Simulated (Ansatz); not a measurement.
# Cd4InO: the cost of one run

Program: Ansatz 0.2.0. Level of theory: DFT PBE, scalar-relativistic, plane waves, PAW. These are calculated values, not measurements.

## 1. The starting structure

Symmetry: P6/mmm, No. 191, hexagonal system. Conventional cell: a = 3.981 Å, b = 3.981 Å, c = 8.092 Å, α = 90.00°, β = 90.00°, γ = 120.00°. Around Cd (site symmetry 3m) lie 3 Cd at 2.30 Å and 3 O at 3.01 Å. In (site symmetry 6/mmm) has 12 Cd at 3.11 Å as nearest neighbours. Around O (site symmetry 6/mmm) lie 12 Cd at 3.01 Å.

As a file:

```cif
data_structure
_symmetry_space_group_name_H-M 'P6/mmm'
_symmetry_Int_Tables_number 191
_cell_length_a 3.9805
_cell_length_b 3.9805
_cell_length_c 8.0917
_cell_angle_alpha 90.000
_cell_angle_beta 90.000
_cell_angle_gamma 120.000
_cell_volume 111.03
loop_
_atom_site_label
_atom_site_type_symbol
_atom_site_symmetry_multiplicity
_atom_site_Wyckoff_symbol
_atom_site_fract_x
_atom_site_fract_y
_atom_site_fract_z
_atom_site_occupancy
Cd1 Cd 4 h 0.33333 0.66667 0.75959 1
In1 In 1 b 0.00000 0.00000 0.50000 1
O1 O 1 a 0.00000 0.00000 0.00000 1
```

Recipe of the guess: species swapped into a database cell of TiCrB4 (P6/mmm, No. 191), with In on the Ti sites, O on the Cr sites and Cd on the B sites. The dimensions are guesses.

## 2. Probe: one point on a coarse mesh

Input file input.yaml:

```yaml
crystal:
  lattice:
    - [3.9805395, 0.0, 0.0]
    - [-1.99026975, 3.44724832, 0.0]
    - [0.0, 0.0, 8.09169668]
  atoms:
    - { symbol: Cd, position: [0.33333333, 0.66666667, 0.75959003] }
    - { symbol: Cd, position: [0.33333333, 0.66666667, 0.24040997] }
    - { symbol: Cd, position: [0.66666667, 0.33333333, 0.75959003] }
    - { symbol: Cd, position: [0.66666667, 0.33333333, 0.24040997] }
    - { symbol: In, position: [0.0, 0.0, 0.5] }
    - { symbol: O, position: [0.0, 0.0, 0.0] }
basis:
  ecutwfc: 420
kpoints:
  mp_grid: { grid: [6, 6, 2] }
hamiltonian:
  xc: pbe
scf:
  occupations: { method: gaussian, width: 0.1 }
  lower_state_search: "off"
output:
  forces: true
  stress: true
  eigenvalues: true
```

Launch:

```
$ ansatz run input.yaml --threads 1 --pin off --max-ram 2560MiB --backend cpu --events-out ev --progress --plain --runs-dir out
```

**Question.** How long does this run take on 1 thread of Intel Xeon at 2.70GHz, shared host, and how much memory does it need?

About 4.7 s, with a peak of 0.43 GiB.
